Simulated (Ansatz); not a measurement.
# ZnS: further runs on the relaxed cell

The task here is to estimate one member of a computed series from the others.

The COD entry's cell or inner coordinates are ideal or old and differ from later refinements, so a difference from it is no clean test against experiment.

Method: DFT r2SCAN, scalar-relativistic, plane waves, PAW, in Ansatz 0.2.0.

## The starting structure

It takes space group P6_3mc (No. 186, hexagonal). The conventional cell has a = 3.809 Å, b = 3.809 Å, c = 18.688 Å, α = 90.00°, β = 90.00°, γ = 120.00°. Zn (site symmetry 3m) has 4 S at 2.33 to 2.34 Å as nearest neighbours. Zn (site symmetry 3m) is surrounded by 4 S at 2.33 Å. S (site symmetry 3m) is surrounded by 4 Zn at 2.33 to 2.34 Å. S (site symmetry 3m) has 4 Zn at 2.33 Å as nearest neighbours.

Coordinates:

```cif
data_structure
_symmetry_space_group_name_H-M 'P6_3mc'
_symmetry_Int_Tables_number 186
_cell_length_a 3.8095
_cell_length_b 3.8095
_cell_length_c 18.6885
_cell_angle_alpha 90.000
_cell_angle_beta 90.000
_cell_angle_gamma 120.000
_cell_volume 234.88
loop_
_atom_site_label
_atom_site_type_symbol
_atom_site_symmetry_multiplicity
_atom_site_Wyckoff_symbol
_atom_site_fract_x
_atom_site_fract_y
_atom_site_fract_z
_atom_site_occupancy
Zn1 Zn 2 a 0.00000 0.00000 0.00003 1
Zn2 Zn 2 b 0.33333 0.66667 0.16681 1
Zn3 Zn 2 b 0.66667 0.33333 0.33326 1
S1 S 2 a 0.00000 0.00000 0.12511 1
S2 S 2 b 0.33333 0.66667 0.29165 1
S3 S 2 b 0.66667 0.33333 0.45813 1
```

This cell was relaxed beforehand with the same method: volume 19.57 Å³/atom, gap on the mesh 2.73 eV.

Set-up of the first run:

The input, input.yaml:

```yaml
crystal:
  lattice:
    - [3.771012881, 0.0, 0.0]
    - [-1.8855064405, 3.265792953, 0.0]
    - [0.0, 0.0, 18.4996843355]
  atoms:
    - { symbol: Zn, position: [0.0, 0.0, 3.033e-05] }
    - { symbol: Zn, position: [0.0, 0.0, 0.50003033] }
    - { symbol: Zn, position: [0.3333333333, 0.6666666667, 0.1668077931] }
    - { symbol: Zn, position: [0.6666666667, 0.3333333333, 0.6668077931] }
    - { symbol: Zn, position: [0.6666666667, 0.3333333333, 0.3332640908] }
    - { symbol: Zn, position: [0.3333333333, 0.6666666667, 0.8332640908] }
    - { symbol: S, position: [0.0, 0.0, 0.1251143124] }
    - { symbol: S, position: [0.0, 0.0, 0.6251143124] }
    - { symbol: S, position: [0.3333333333, 0.6666666667, 0.2916509311] }
    - { symbol: S, position: [0.6666666667, 0.3333333333, 0.7916509311] }
    - { symbol: S, position: [0.6666666667, 0.3333333333, 0.4581325425] }
    - { symbol: S, position: [0.3333333333, 0.6666666667, 0.9581325425] }
basis:
  ecutwfc: 500
kpoints:
  mp_grid: { grid: [6, 6, 2] }
hamiltonian:
  xc: r2scan
scf:
  occupations: { method: gaussian, width: 0.02 }
output:
  forces: true
  stress: true
  eigenvalues: true
  write_density: true
  write_potential: true
  elf: true
  volumetric_format: npy
relax:
  adjacent_minimum: "off"
  f_tol: 0.01
  max_steps: 30
  cell: { stress_tol: 0.1, fix: [volume] }
```

The run is started by

```
> ansatz run input.yaml --threads 2 --pin off --max-ram 5120MiB --backend cpu --events-out ev --progress --plain --runs-dir out
```

Steps of the session up to this table: Point at V/V0 = 0.97; Point at V/V0 = 1.03; The cell scaled to 0.94 of its volume; The cell scaled to 1.06 of its volume; Volume × 0.91; Point at V/V0 = 1.10; The cell scaled to 0.88 of its volume.

One of the session's tables, all rows but one given; the rest of the session is left out.

It belongs to the step «Fit of the equation of state». 

| volume (Å³/atom) | energy above the lowest point (meV/atom) | pressure (GPa) | gap on the mesh (eV) |
| --- | --- | --- | --- |
| 17.224 | 86.6 | 13.25 | 3.33 |
| 17.811 | 45.9 | 9.09 | 3.17 |
| 18.399 | ? | ? | ? |
| 18.986 | 4.6 | 2.55 | 2.87 |
| 19.573 | 0.0 | 0.00 | 2.73 |
| 20.160 | 4.1 | -2.18 | 2.59 |
| 20.747 | 15.6 | -4.03 | 2.46 |
| 21.530 | 40.5 | -6.08 | 2.29 |

Q: Estimate the row for volume (Å³/atom) = 18.399 from the others.

Worked estimate for «energy above the lowest point (meV/atom)». A straight line through the neighbours (17.811, 45.9) and (18.986, 4.6) gives 45.9 + (4.6 − 45.9) × (18.399 − 17.811) / (18.986 − 17.811) = 25.2; a parabola fitted to 4 rows on both sides gives 19.2.

**Answer.** energy above the lowest point (meV/atom): 19.3; pressure (GPa): 5.56; gap on the mesh (eV): 3.02. In «energy above the lowest point (meV/atom)» the line misses by +5.9 and the parabola by -0.1.
